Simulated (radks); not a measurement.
**Valence configurations of Ru**

One table from this session's results is given with a row withheld; the runs are named, their logs left out.

The numbers are computed with radks (a radial shooting solver on a logarithmic mesh, Libxc functionals) version 1 (Dirac Kohn-Sham, LDA (Slater exchange, Perdew-Wang correlation), spin-unpolarised, spherical densities, point nucleus; open shells fill j = l - 1/2 first), except any that are marked as measured or tabulated.

## The system

```
element       : ruthenium (Z = 44)
charge        : 0
electrons     : 44
configuration : [Kr] 4d7 5s1
others tried  : 4d8; 4d7 5s0.5 5p0.5; 4d7 5p1; 4d6 5s2; 4d6 5s1 5p1; 4d6 5p2; 4d6.5 5s1 5p0.5; 4d6.5 5s1.5; 4d5.5 5s1.5 5p1
```

Set-up of the first run:

Input:

```text
Z 44
configuration [Kr] 4d7 5s1
relativity Dirac
functional lda,pw
spin unpolarised
j_filling energy
nucleus point
c 137.035999084
```

Steps of the session up to this table: [Kr] 4d7 5s1.

One table of the session follows, with a row left open; its other results are not shown here.

It belongs to the step «[Kr] 4d7 5s1». Radial moments (bohr):

```
level     <r>  outermost maximum (interpolated)  90 % within  nodes
3d3/2  0.3824                             0.299        0.609      0
3d5/2       ?                                 ?            ?      ?
4s1/2   1.018                             0.913         1.48      3
4p1/2   1.106                             0.964         1.64      2
4p3/2   1.138                             0.989         1.69      2
4d3/2   1.692                              1.21         2.79      1
4d5/2   1.721                              1.22         2.85      1
5s1/2   3.341                              2.72         5.06      4
```

Estimate the missing values for 3d5/2.

**Answer.** <r>: 0.3859; outermost maximum (interpolated): 0.302; 90 % within: 0.614; nodes: 0. In the column «<r>» it lies between 3d3/2 (0.3824) and 4s1/2 (1.018).
